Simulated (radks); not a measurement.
# Excited configurations of Xe³⁺

One table from this session's results is given with a row withheld; the runs are named, their logs left out.

Method: scalar-relativistic Kohn-Sham, LDA (Slater exchange, Perdew-Wang correlation), spin-polarised, spherical densities, finite nucleus; open shells are filled with parallel spins first. Code: radks (a radial shooting solver on a logarithmic mesh, Libxc functionals) version 1.

## The atom as given

| Item | Value |
| --- | --- |
| element | xenon (Z = 54) |
| charge | +3 |
| electrons | 51 |
| configuration | [Kr] 4d10 5s2 5p3 |
| nuclear rms radius | 4.7859 fm |

The outer shells:

Xe³⁺
```
[Kr] core
4d [↑↓][↑↓][↑↓][↑↓][↑↓]
5s [↑↓]
5p [↑ ][↑ ][↑ ]
```

The first run:

Settings of this run:

```text
Z 54
configuration [Kr] 4d10 5s2 5p3
relativity scalar-relativistic
functional lda,pw
spin polarised
nucleus finite rms 4.7859 fm
c 137.035999084
```

Steps of the session up to this table: Ground configuration: [Kr] 4d10 5s2 5p3.

One table of the session follows, with a row left open; its other results are not shown here.

It belongs to the step «Ground configuration: [Kr] 4d10 5s2 5p3». Radial moments (bohr):

| level | <r> | outermost maximum (interpolated) | 90 % within | nodes |
| --- | --- | --- | --- | --- |
| 4p up | 0.7648 | 0.693 | 1.12 | 2 |
| 4p down | 0.7639 | 0.693 | 1.12 | 2 |
| 4d up | ? | ? | ? | ? |
| 4d down | 0.8708 | 0.747 | 1.32 | 1 |
| 5s up | 1.744 | 1.58 | 2.50 | 4 |
| 5s down | 1.739 | 1.57 | 2.50 | 4 |
| 5p up | 1.998 | 1.79 | 2.88 | 3 |
| 5p down | 2.012 | 1.79 | 2.92 | 3 |

Estimate the missing values for 4d up.

As computed: <r>: 0.8752; outermost maximum (interpolated): 0.748; 90 % within: 1.33; nodes: 1. In the column «<r>» it lies between 4d down (0.8708) and 5s down (1.739).

To keep in mind: Open shells are spherical and high-spin; term and fine-structure splittings are not resolved.
